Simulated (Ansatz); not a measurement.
**FH₂InS: how energies converge with the basis set**

The task here is to estimate one member of a computed series from the others.

Computed with Ansatz 0.2.0, Gaussian basis. Level: one geometry, several basis sets.

Levels to be run: PBE0-D4/def2-SVP; ωB97M-V/def2-SVP; PBE0-D4/def2-QZVPP; ωB97M-V/def2-QZVPP; the functionals' def2-TZVPP values are taken from earlier runs.

1 further run of the same task is left out (for a known fault of the program).

**Structure used throughout**

The geometry comes from an earlier relaxation with PBE0-D4 in a triple-zeta def2 set; it is a stationary point. In takes the def2 core potential; no spin-orbit term is included.

5 atoms, charge 0, spin multiplicity 1.

Atoms are counted from 1 here; the program's logs count them from 0.

Bond lengths: F1–In2 1.954 Å, In2–S3 2.360 Å, In2–H4 1.693 Å, S3–H5 1.345 Å. Angles: F1–In2–S3 107.9°, F1–In2–H4 117.6°, S3–In2–H4 134.5°, In2–S3–H5 91.2°.

Coordinates:

```xyz
5
FH2InS
F    -1.0983   -1.1951    0.9580
In   -0.5374    0.0208   -0.4655
S     1.6481    0.7589    0.0309
H    -1.6330    0.3177   -1.7221
H     1.6705    0.0242    1.1574
```

The first run:

The input, in.yaml:

```yaml
crystal:
  periodic: [false, false, false]
  atoms:
    - {symbol: F, position_ang: [-1.098270, -1.195141, 0.957975]}
    - {symbol: In, position_ang: [-0.537382, 0.020819, -0.465521]}
    - {symbol: S, position_ang: [1.648078, 0.758887, 0.030922]}
    - {symbol: H, position_ang: [-1.633040, 0.317652, -1.722146]}
    - {symbol: H, position_ang: [1.670513, 0.024181, 1.157370]}
basis:
  gaussian: {orbitals: def2-SVP}
hamiltonian: {xc: pbe0, dispersion: d4}
output: {orbitals: {seedname: orbitals}}
```

Command:

```console
$ ansatz run in.yaml --threads 2 --pin off --events-out ev --progress --plain --max-ram 32768MiB --backend cpu
```

Among the steps run: PBE0-D4 in def2-SVP; ωB97M-V in def2-SVP; PBE0-D4 in def2-QZVPP; ωB97M-V in def2-QZVPP.

One of the session's tables, all rows but one given; the rest of the session is left out.

It belongs to the step «Functionals by basis». 

```
functional       basis  HOMO (eV)  LUMO (eV)
   PBE0-D4    def2-SVP      -7.75      -1.40
   PBE0-D4  def2-TZVPP      -7.88      -1.55
   PBE0-D4  def2-QZVPP      -7.91      -1.59
   ωB97M-V    def2-SVP          ?          ?
   ωB97M-V  def2-TZVPP     -10.06      -0.05
   ωB97M-V  def2-QZVPP     -10.10      -0.13
```

Q: Estimate the row for ωB97M-V, def2-SVP from the others.

**Answer.** HOMO (eV): -9.89; LUMO (eV): 0.23. In the column «HOMO (eV)» it lies between ωB97M-V, def2-TZVPP (-10.06) and PBE0-D4, def2-QZVPP (-7.91).
